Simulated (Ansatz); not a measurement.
# AlCrBN2: the cost of one run

Method: DFT PBE, scalar-relativistic, plane waves, PAW, in Ansatz 0.2.0.

1 further run of the same task is left out (it didn't finish).

### 1 Starting point

Symmetry: P4/mmm, No. 123, tetragonal system. The conventional cell has a = 3.897 Å, b = 3.897 Å, c = 3.762 Å, α = 90.00°, β = 90.00°, γ = 90.00°. Al (site symmetry 4/mmm) is surrounded by 2 B at 1.88 Å and 4 N at 1.95 Å. Cr (site symmetry 4/mmm) is surrounded by 8 N at 2.71 Å and 4 B at 2.76 Å. Around B (site symmetry 4/mmm) lie 2 Al at 1.88 Å. N (site symmetry mmm) has 2 Al at 1.95 Å and 4 Cr at 2.71 Å as nearest neighbours.

Structure file:

```
CELL_PARAMETERS angstrom
3.89698 0.00000 0.00000
0.00000 3.89698 0.00000
0.00000 0.00000 3.76199
ATOMIC_POSITIONS crystal
Al 0.50000 0.50000 0.50000
Cr 0.00000 0.00000 0.00000
B 0.50000 0.50000 0.00000
N 0.50000 0.00000 0.50000
N 0.00000 0.50000 0.50000
```

The cell is invented: species swapped into a database cell of ErBPd2Rh (P4/mmm, No. 123), with Cr on the Er sites, Al on the B sites, N on the Pd sites and B on the Rh sites. The dimensions are guesses.

### 2 A first look at the guess

input.yaml reads:

```yaml
crystal:
  lattice:
    - [3.89698021, 0.0, 0.0]
    - [0.0, 3.89698021, 0.0]
    - [0.0, 0.0, 3.76198992]
  atoms:
    - { symbol: Al, position: [0.5, 0.5, 0.5] }
    - { symbol: Cr, position: [0.0, 0.0, 0.0], spin: 3.0 }
    - { symbol: B, position: [0.5, 0.5, 0.0] }
    - { symbol: "N", position: [0.5, 0.0, 0.5] }
    - { symbol: "N", position: [0.0, 0.5, 0.5] }
basis:
  ecutwfc: 420
kpoints:
  mp_grid: { grid: [4, 4, 4] }
hamiltonian:
  xc: pbe
scf:
  occupations: { method: gaussian, width: 0.1 }
  lower_state_search: "off"
output:
  forces: true
  stress: true
  eigenvalues: true
  populations: true
magnetization:
  spin_polarized: true
```

The run is started by

```console
$ ansatz run input.yaml --threads 1 --pin off --max-ram 2560MiB --backend cpu --events-out ev --progress --plain --runs-dir out
```

What time and memory should one allow on 1 thread of AMD EPYC 9R45 (Zen 5), shared host?

About 1.8 s, with a peak of 0.39 GiB.
